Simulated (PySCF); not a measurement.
**[TlH2]+: other functionals and bases at one geometry**

The task here is to estimate one member of a computed series from the others.

Computed with PySCF 2.14.0. Level: several levels, as the steps say, no spin–orbit coupling.

1 further run of the same task is left out (for a known fault of the program).

## Where the work starts

3 atoms, charge 1, spin multiplicity 1.

Bond lengths: Tl1–H2 1.670 Å, Tl1–H3 1.670 Å. Angles: H2–Tl1–H3 180.0°.

Geometry (Å):

```tsv
atom	x (Å)	y (Å)	z (Å)
Tl1	0.0000	0.0000	0.5287
H2	1.6698	0.0000	0.5286
H3	-1.6698	0.0000	0.5286
```

Formal oxidation states: Tl +3. An earlier session relaxed this geometry at PBE0, Tl def2-SVP with ECP60, H def2-SVP (singlet, point group D∞h).

At PBE0 on the finer grid: E = -173.390038 Eh, HOMO -15.84 eV, LUMO -7.71 eV, Mulliken charge on Tl1 +0.80 e, largest force component 0.002 eV/Å. 

Levels to run: TPSSh; BP86; PBE0, TZVP. Hardware: 2 threads of AMD EPYC, shared host.

Set-up of the first run:

File run.py (the lines that set the calculation):

```python
mol = gto.M(atom='''
Tl     0.00000     0.00000     0.52869
H      1.66975     0.00000     0.52860
H     -1.66975     0.00000     0.52860''',
    basis={'Tl': 'def2-SVP', 'H': 'def2-SVP'},
    ecp={'Tl': 'def2-SVP'},
    charge=1, spin=0)
mf = dft.RKS(mol, xc='TPSSH')
mf.grids.atom_grid = (75, 302)
mf = mf.density_fit()  # fitting sets: Tl def2-universal-JKFIT, H def2-universal-JKFIT
mf.conv_tol = 1e-08; mf.max_cycle = 55
mf.kernel(dm0)  # dm0: the density of the relaxed state
```

Launch:

```bash
$ OMP_NUM_THREADS=2 python run.py
```

Steps of the session up to this table: TPSSh; BP86; PBE0, TZVP.

One table of the session follows, with a row left open; its other results are not shown here.

```
              level  HOMO (eV)  gap (eV)  charge on Tl1 (e)  largest force component (eV/Å)
PBE0 (relaxed here)     -15.84      8.13               0.80                            0.00
              TPSSh     -15.32      7.29               0.83                            0.06
               BP86     -14.83      6.22               0.81                            0.24
         PBE0, TZVP          ?         ?                  ?                               ?
```

**Question.** Estimate the row for PBE0, TZVP.

The run gave: HOMO (eV): -15.87; gap (eV): 8.14; charge on Tl1 (e): 0.72; largest force component (eV/Å): 0.15. In the column «HOMO (eV)» it is the lowest.

In one basis the HOMO–LUMO gap runs from 6.22 eV (BP86) to 8.13 eV (PBE0). The largest leftover force, 0.24 eV/Å with BP86, stands at a geometry relaxed at another level. Total energies of different levels can't be compared.
